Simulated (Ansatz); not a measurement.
# ZrSiRu: a short molecular-dynamics run

A trajectory of ZrSiRu, a randomly packed cell with 9 atoms that was not relaxed first: 20 steps of 1.5 fs at constant energy, with velocities drawn for 2000 K.

All numbers below are computed with Ansatz 0.2.0 (DFT PBE, plane waves, PAW, scalar-relativistic, no spin polarisation).

**1. The system as given**

The cell holds 9 atoms (Ru3Si3Zr3): a = 4.989 Å, b = 6.485 Å, c = 4.991 Å, α = 93.28°, β = 93.14°, γ = 90.85°.

Coordinates:

```
CELL_PARAMETERS angstrom
4.96631 0.45387 0.15295
-0.66301 6.41816 -0.65305
-0.44311 0.17114 4.96841
ATOMIC_POSITIONS crystal
Ru 0.76555 0.70074 0.11575
Ru 0.26362 0.81293 0.04735
Ru 0.10858 0.02238 0.47825
Zr 0.00745 0.29706 0.06949
Zr 0.62330 0.01764 0.73595
Zr 0.76851 0.46464 0.56983
Si 0.27484 0.36172 0.64899
Si 0.34045 0.69059 0.56125
Si 0.51144 0.23850 0.16954
```

**2. The run**

File input.yaml:

```yaml
crystal:
  lattice:
    - [4.966305, 0.453873, 0.152947]
    - [-0.663008, 6.418159, -0.65305]
    - [-0.443105, 0.171145, 4.968406]
  atoms:
    - { symbol: Ru, position: [0.765548, 0.700742, 0.115747] }
    - { symbol: Ru, position: [0.263619, 0.812925, 0.047349] }
    - { symbol: Ru, position: [0.108577, 0.022384, 0.478253] }
    - { symbol: Zr, position: [0.007453, 0.297059, 0.069487] }
    - { symbol: Zr, position: [0.623303, 0.017643, 0.735951] }
    - { symbol: Zr, position: [0.768507, 0.464638, 0.569827] }
    - { symbol: Si, position: [0.274843, 0.361723, 0.648985] }
    - { symbol: Si, position: [0.340448, 0.690586, 0.56125] }
    - { symbol: Si, position: [0.511438, 0.238505, 0.169539] }
kpoints:
  mp_grid: { grid: [3, 3, 3] }
magnetization:
  spin_polarized: false
scf:
  occupations: { method: gaussian, width: 0.1 }
hamiltonian:
  pseudopotentials: { kind: paw }
  xc: pbe
basis:
  ecutwfc: 420
md:
  timestep: 1.5
  n_steps: 20
  ensemble: nve
  temperature: 2000.0
  initial_velocities: maxwell_boltzmann
  seed: 855982
```

Run with:

```bash
ansatz run input.yaml --threads 2 --pin off --max-ram 2560MiB --backend cpu --events-out ev --progress --plain --runs-dir out
```

Standard output, shortened:

```text
Warning: md: disabling space-group detection — thermal motion breaks the input geometry's symmetry, so no spatial operation reduces the k-mesh or symmetrises the density; time reversal is kept, so that k and −k are solved as one point where they differ and the mesh holds both, and exact [...]
Warning: RAYON_NUM_THREADS=2 ignored (pool sized by the plan → 2); use --threads N
[...]
Pseudopotentials: kind: paw
Pseudopotential: Ru, paw, valence charge 16, recommended cutoff 420 eV (normal), Ru.paw.azcp
Pseudopotential: Zr, paw, valence charge 12, recommended cutoff 420 eV (normal), Zr.paw.azcp
Pseudopotential: Si, paw, valence charge 4, recommended cutoff 420 eV (normal), Si.paw.azcp
Functional definition: PBE
[...]
Crystal: 9 atoms, lattice volume = 160.965 Å³
Basis set: ecut = 420 eV, 3151 PW (Γ), exchange–correlation on 72×90×72 points (8 copies of the dense FFT grid, shifted against one another)
Bands: 58, of which v1, the nominal top of the filled ones, is band 48 counted from 1 (47 counted from 0)
Symmetry: 1 space group operations
k-points: 14 of 27 (time reversal used)
[...]
SCF iter   1: F=—  HF=-32093.949881 eV  |F-HF|=—  |Δ(HF+E_count)|=         —  Δρ=7.27e-3  dr2=6.14e-2  ethr=1.77e-3  ⟨swp⟩=5.9  Hψ=2950  notcnv=0
[...]
md step     0: t =     0.00 fs  T =  2000.0 K  F+E_penalty+E_count = -32093.94467230 eV  E_kin = 2.068160 eV  conserved = -32091.87651231 eV  (8 SCF iters)
[...]
md step     5: t =     7.50 fs  T =  2053.3 K  F+E_penalty+E_count = -32093.99971128 eV  E_kin = 2.123230 eV  conserved = -32091.87648087 eV  (3 SCF iters)
[...]
md step     6: t =     9.00 fs  T =  2066.8 K  F+E_penalty+E_count = -32094.01366268 eV  E_kin = 2.137231 eV  conserved = -32091.87643169 eV  (3 SCF iters)
SCF iter   1: F=—  HF=-32094.029855 eV  |F-HF|=—  |Δ(HF+E_count)|=         —  Δρ=2.87e-5  dr2=1.64e-6  ethr=2.07e-8  ⟨swp⟩=2.9  Hψ=1378  notcnv=0  defer=26
```

**3. The output, continued**

The log, continued, shortened:

```text
[...]
SCF iter   2: F=—  HF=-32094.029852 eV  |F-HF|=—  |Δ(HF+E_count)|=   2.53e-6  Δρ=6.98e-6  dr2=7.03e-8  ethr=1.71e-9  ⟨swp⟩=2.3  Hψ=1226  notcnv=0  defer=26
[...]
md step     7: t =    10.50 fs  T =  2082.5 K  F+E_penalty+E_count = -32094.02985203 eV  E_kin = 2.153479 eV  conserved = -32091.87637297 eV  (3 SCF iters)
[...]
md step    10: t =    15.00 fs  T =  2151.5 K  F+E_penalty+E_count = -32094.10106888 eV  E_kin = 2.224849 eV  conserved = -32091.87622009 eV  (7 SCF iters)
[...]
md step    13: t =    19.50 fs  T =  2267.0 K  F+E_penalty+E_count = -32094.22053405 eV  E_kin = 2.344278 eV  conserved = -32091.87625633 eV  (3 SCF iters)
[...]
md step    16: t =    24.00 fs  T =  2425.3 K  F+E_penalty+E_count = -32094.38449267 eV  E_kin = 2.507990 eV  conserved = -32091.87650306 eV  (3 SCF iters)
[...]
md step    20: t =    30.00 fs  T =  2651.0 K  F+E_penalty+E_count = -32094.61814961 eV  E_kin = 2.741301 eV  conserved = -32091.87684815 eV  (7 SCF iters)
SCF converged after 7 iterations
Free energy (F): -32094.618150 eV
[...]
E sigma→0 (E₀):  -32094.596163 eV
Entropy (-TS):   -0.043973 eV (-4.886 meV/atom)
Fermi energy:    14.357172 eV
[...]
--- Forces (eV/Å), atoms counted from 1 ---
  atom   1  Ru    -0.63206502     0.18815944     0.76376333
  atom   2  Ru    -0.16705390     0.03078702    -0.52461864
  atom   3  Ru    -1.44727488    -0.13864946    -0.66987004
  atom   4  Zr    -1.65443432     0.27589898     0.44944815
  atom   5  Zr     0.41081033    -1.60921802    -1.00366763
  atom   6  Zr     0.43488040     0.20373034     0.26787933
  atom   7  Si     1.02502794     1.68466058    -0.78825085
  atom   8  Si     0.65270640    -1.12874491    -0.29939003
[...]
--- MD trajectory: 20 steps, t = 0.0 → 30.0 fs ---
  final state: T = 2651.0 K   F+E_penalty+E_count = -32094.61814961 eV   E_kin = 2.741301 eV
  conserved energy: peak-to-peak 6.434e-4 eV (7.148e-5 eV/atom) over 30.0 fs
```

Wall time 1.9 min (2 threads of Arm Neoverse V1, shared host); peak memory 0.52 GiB.

**4. The trajectory**

The trajectory, every 2 steps (energies from step 0); msd is the mean square displacement from the start, the centre of mass held:

```tsv
time (fs)	T (K)	potential energy change (meV/atom)	total energy change (meV/atom)	msd Si (Å²)	msd Zr (Å²)	msd Ru (Å²)
0.0	2000	0.0	0.00	0.000	0.000	0.000
3.0	2019	-2.2	0.00	0.001	0.001	0.000
6.0	2041	-4.7	0.00	0.002	0.003	0.002
9.0	2067	-7.7	0.01	0.005	0.006	0.004
12.0	2101	-11.6	0.02	0.009	0.010	0.007
15.0	2152	-17.4	0.03	0.014	0.016	0.011
18.0	2223	-25.6	0.03	0.021	0.023	0.016
21.0	2316	-36.3	0.02	0.030	0.031	0.022
24.0	2425	-48.9	0.00	0.041	0.040	0.028
27.0	2541	-62.1	-0.02	0.054	0.051	0.036
30.0	2651	-74.8	-0.04	0.071	0.062	0.044
```

time (fs), T (K) and a bar:
```
      0.0       2000 
      1.5       2009 
      3.0       2019 #
      4.5       2030 #
      6.0       2041 ##
      7.5       2053 ##
      9.0       2067 ###
     10.5       2083 ####
     12.0       2101 #####
     13.5       2124 ######
     15.0       2152 #######
     16.5       2184 ########
     18.0       2223 ##########
     19.5       2267 ############
     21.0       2316 ###############
     22.5       2369 #################
     24.0       2425 ####################
     25.5       2483 ######################
     27.0       2541 #########################
     28.5       2597 ############################
     30.0       2651 ##############################
```

**5. Frames from the trajectory**

Positions (Å) and forces (eV/Å):

```xyz
9
Lattice="4.966 0.454 0.153 -0.663 6.418 -0.653 -0.443 0.171 4.968" Properties=species:S:1:pos:R:3:forces:R:3 pbc="T T T" time_fs=3.0 T=2019 dE=-0.0200
Ru    3.278    4.856    0.207   -0.274    0.305    0.953
Ru    0.731    5.343   -0.255   -0.345   -0.136    0.125
Ru    0.313    0.266    2.386   -0.350   -0.188   -0.001
Zr   -0.156    1.929    0.159   -0.226   -0.238    1.285
Zr    2.763    0.531    3.749    0.121   -0.890   -1.215
Zr    3.252    3.449    2.649    1.402    2.465   -0.033
Si    0.821    2.542    3.043    0.943   -2.058   -0.489
Si    0.975    4.675    2.402   -1.524    1.157   -1.509
Si    2.309    1.773    0.748    0.253   -0.416    0.884
9
Lattice="4.966 0.454 0.153 -0.663 6.418 -0.653 -0.443 0.171 4.968" Properties=species:S:1:pos:R:3:forces:R:3 pbc="T T T" time_fs=7.5 T=2053 dE=-0.0550
Ru    3.265    4.843    0.167   -0.279    0.278    0.888
Ru    0.703    5.339   -0.255   -0.399   -0.072    0.085
Ru    0.313    0.251    2.399   -0.398   -0.267   -0.021
Zr   -0.105    1.939    0.171   -1.187   -0.242    1.578
Zr    2.772    0.542    3.759    0.215   -1.143   -1.454
Zr    3.249    3.483    2.655    1.201    2.081   -0.094
Si    0.803    2.506    3.059    1.381   -1.539   -0.912
Si    0.953    4.669    2.413   -1.439    0.947   -1.381
Si    2.314    1.743    0.728    0.905   -0.042    1.311
9
Lattice="4.966 0.454 0.153 -0.663 6.418 -0.653 -0.443 0.171 4.968" Properties=species:S:1:pos:R:3:forces:R:3 pbc="T T T" time_fs=12.0 T=2101 dE=-0.1045
Ru    3.252    4.831    0.128   -0.314    0.246    0.831
Ru    0.674    5.334   -0.255   -0.423   -0.015    0.000
Ru    0.312    0.237    2.411   -0.499   -0.355   -0.074
Zr   -0.056    1.949    0.186   -1.970   -0.171    1.746
Zr    2.781    0.551    3.767    0.336   -1.361   -1.623
Zr    3.248    3.522    2.661    1.006    1.719   -0.096
Si    0.794    2.460    3.069    1.679   -0.849   -1.286
Si    0.921    4.669    2.413   -1.242    0.547   -1.192
Si    2.325    1.713    0.717    1.427    0.239    1.694
9
Lattice="4.966 0.454 0.153 -0.663 6.418 -0.653 -0.443 0.171 4.968" Properties=species:S:1:pos:R:3:forces:R:3 pbc="T T T" time_fs=15.0 T=2152 dE=-0.1564
Ru    3.242    4.824    0.104   -0.352    0.225    0.803
Ru    0.655    5.331   -0.254   -0.416    0.016   -0.078
Ru    0.311    0.227    2.419   -0.605   -0.404   -0.134
Zr   -0.026    1.955    0.199   -2.320   -0.090    1.752
Zr    2.787    0.556    3.770    0.412   -1.481   -1.680
Zr    3.249    3.550    2.665    0.888    1.483   -0.067
Si    0.794    2.426    3.071    1.761   -0.359   -1.443
Si    0.895    4.672    2.409   -1.038    0.238   -1.048
Si    2.337    1.694    0.716    1.668    0.371    1.895
9
Lattice="4.966 0.454 0.153 -0.663 6.418 -0.653 -0.443 0.171 4.968" Properties=species:S:1:pos:R:3:forces:R:3 pbc="T T T" time_fs=18.0 T=2223 dE=-0.2303
Ru    3.233    4.816    0.080   -0.397    0.206    0.781
Ru    0.635    5.329   -0.254   -0.388    0.038   -0.166
Ru    0.309    0.216    2.427   -0.741   -0.431   -0.220
Zr    0.002    1.961    0.213   -2.499    0.006    1.658
Zr    2.794    0.559    3.771    0.471   -1.576   -1.681
Zr    3.250    3.580    2.668    0.783    1.245   -0.015
Si    0.800    2.391    3.068    1.743    0.126   -1.493
Si    0.865    4.675    2.402   -0.776   -0.073   -0.896
Si    2.355    1.675    0.721    1.805    0.460    2.033
9
Lattice="4.966 0.454 0.153 -0.663 6.418 -0.653 -0.443 0.171 4.968" Properties=species:S:1:pos:R:3:forces:R:3 pbc="T T T" time_fs=22.5 T=2369 dE=-0.3817
Ru    3.218    4.805    0.045   -0.476    0.187    0.756
Ru    0.604    5.324   -0.254   -0.315    0.050   -0.306
Ru    0.306    0.200    2.439   -0.995   -0.409   -0.389
Zr    0.039    1.970    0.237   -2.437    0.144    1.334
Zr    2.805    0.561    3.770    0.509   -1.659   -1.561
Zr    3.254    3.626    2.674    0.644    0.872    0.092
Si    0.818    2.339    3.056    1.557    0.806   -1.361
Si    0.817    4.680    2.386   -0.292   -0.516   -0.665
Si    2.392    1.651    0.740    1.807    0.526    2.099
9
Lattice="4.966 0.454 0.153 -0.663 6.418 -0.653 -0.443 0.171 4.968" Properties=species:S:1:pos:R:3:forces:R:3 pbc="T T T" time_fs=27.0 T=2541 dE=-0.5593
Ru    3.202    4.794    0.011   -0.565    0.183    0.751
Ru    0.573    5.320   -0.255   -0.226    0.042   -0.441
Ru    0.300    0.183    2.450   -1.276   -0.285   -0.570
Zr    0.072    1.980    0.263   -2.042    0.240    0.838
Zr    2.817    0.559    3.766    0.475   -1.658   -1.278
Zr    3.259    3.674    2.679    0.518    0.476    0.205
Si    0.848    2.292    3.034    1.251    1.386   -1.045
Si    0.766    4.680    2.365    0.265   -0.911   -0.439
Si    2.442    1.630    0.774    1.600    0.527    1.980
9
Lattice="4.966 0.454 0.153 -0.663 6.418 -0.653 -0.443 0.171 4.968" Properties=species:S:1:pos:R:3:forces:R:3 pbc="T T T" time_fs=30.0 T=2651 dE=-0.6735
Ru    3.191    4.787   -0.010   -0.632    0.188    0.764
Ru    0.552    5.317   -0.256   -0.167    0.031   -0.525
Ru    0.295    0.171    2.456   -1.447   -0.139   -0.670
Zr    0.091    1.986    0.282   -1.654    0.276    0.449
Zr    2.825    0.556    3.762    0.411   -1.609   -1.004
Zr    3.263    3.707    2.683    0.435    0.204    0.268
Si    0.872    2.267    3.015    1.025    1.685   -0.788
Si    0.733    4.678    2.349    0.653   -1.129   -0.299
Si    2.481    1.618    0.804    1.377    0.493    1.805
```

**6. Summary of results**

```
                             quantity                             value
                               length                20 steps of 1.5 fs
     temperature, first and last step                   2000 and 2651 K
             temperature, second half  mean 2383 K, from 2152 to 2651 K
        potential energy, second half       -44 meV/atom from the start
   largest change of the total energy                     0.04 meV/atom
mean square displacement, second half   Si 0.038, Zr 0.037, Ru 0.026 Å²
```

In words: The temperature starts at 2000 K and averages 2383 K in the second half, where it still rises, from 2152 to 2651 K; the start was no minimum (force components up to 2.7 eV/Å), and the potential energy that it sheds (44 meV/atom) turns into motion. The total energy strays from its start by at most 0.04 meV/atom, under 0.1 % of the mean kinetic energy, so a step of 1.5 fs is short enough over this time. Over the second half Si atoms stand 0.2 Å (root mean square) from where they began, and the farthest move is 0.3 Å. A run of 30 fs with 9 atoms shows the motion but fixes no equilibrium value.
